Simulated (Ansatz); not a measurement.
**BH₇OSSi₂: up Jacob's ladder to CCSD(T)**

One table from this session's results is given with a row withheld; the runs are named, their logs left out.

Program: Ansatz 0.2.0, Gaussian basis. Level of theory: functionals in def2-TZVPP, the program's frozen cores in correlated methods. These are calculated values, not measurements.

The runs, in order: PBE-D4, r2SCAN-D4, PBE0-D4, B3LYP-D4, ωB97X-V, ωB97M-V, B2PLYP; CCSD(T)/def2-TZVPP; MP2/def2-QZVPP; extrapolation to the limit.

## The geometry

An earlier PBE0-D4 in a triple-zeta def2 set relaxation fixed the geometry.

12 atoms, charge 0, spin multiplicity 1.

Atoms are counted from 1 here; the program's logs count them from 0.

Bond lengths: O1–B2 1.356 Å, O1–H6 0.963 Å, B2–S3 1.817 Å, B2–Si4 2.021 Å, S3–H7 1.341 Å, Si4–Si5 2.342 Å, Si4–H8 1.490 Å, Si4–H9 1.492 Å, Si5–H10 1.488 Å, Si5–H11 1.488 Å, Si5–H12 1.489 Å. Angles: B2–O1–H6 115.6°, O1–B2–S3 119.7°, O1–B2–Si4 118.6°, S3–B2–Si4 121.7°, B2–S3–H7 97.0°, B2–Si4–Si5 108.7°, B2–Si4–H8 112.2°, B2–Si4–H9 110.3°, Si5–Si4–H8 109.1°, Si5–Si4–H9 108.0°, H8–Si4–H9 108.4°, Si4–Si5–H10 111.5°, Si4–Si5–H11 110.2°, Si4–Si5–H12 109.7°, H10–Si5–H11 108.6°, H10–Si5–H12 108.4°, H11–Si5–H12 108.4°.

Set-up of the first run:

in.yaml reads:

```yaml
crystal:
  periodic: [false, false, false]
  atoms:
    - {symbol: O, position_ang: [-2.331984, 0.574283, -0.363227]}
    - {symbol: B, position_ang: [-1.037939, 0.862047, -0.647079]}
    - {symbol: S, position_ang: [-0.521490, 2.594504, -0.830385]}
    - {symbol: Si, position_ang: [0.287899, -0.658720, -0.766540]}
    - {symbol: Si, position_ang: [1.045547, -1.167279, 1.390251]}
    - {symbol: H, position_ang: [-2.918842, 1.333100, -0.283762]}
    - {symbol: H, position_ang: [0.764485, 2.352101, -1.122873]}
    - {symbol: H, position_ang: [-0.310697, -1.879977, -1.374193]}
    - {symbol: H, position_ang: [1.466850, -0.253321, -1.586254]}
    - {symbol: H, position_ang: [2.041331, -2.273130, 1.370955]}
    - {symbol: H, position_ang: [-0.096149, -1.571654, 2.254197]}
    - {symbol: H, position_ang: [1.687888, 0.032946, 1.992909]}
basis:
  gaussian: {orbitals: def2-TZVPP}
hamiltonian: {xc: pbe, dispersion: d4}
output: {forces: true, orbitals: {seedname: orbitals}}
```

Started as:

```
ansatz run in.yaml --threads 4 --pin off --events-out ev --progress --plain --max-ram 10444MiB
```

Among the steps run: PBE-D4 (GGA); r2SCAN-D4 (meta-GGA); PBE0-D4 (hybrid); B3LYP-D4 (hybrid); ωB97X-V (range-separated); ωB97M-V (range-separated); B2PLYP (double hybrid); CCSD(T) in def2-TZVPP; MP2 in def2-QZVPP.

One table of the session follows, with a row left open; its other results are not shown here.

It belongs to the step «Atomisation energies». 

```
            method  atomisation energy (kcal/mol)
            PBE-D4                              ?
         r2SCAN-D4                          947.1
           PBE0-D4                          937.4
          B3LYP-D4                          940.5
           ωB97X-V                          948.9
           ωB97M-V                          944.6
            B2PLYP                          927.6
     HF/def2-TZVPP                          699.9
    MP2/def2-TZVPP                          922.4
   CCSD/def2-TZVPP                          903.6
CCSD(T)/def2-TZVPP                          916.3
           MP2/CBS                          947.4
       CCSD(T)/CBS                          941.3
```

**Question.** Estimate the row for PBE-D4.

As computed: atomisation energy (kcal/mol): 948.0. In the column «atomisation energy (kcal/mol)» it lies between MP2/CBS (947.4) and ωB97X-V (948.9).
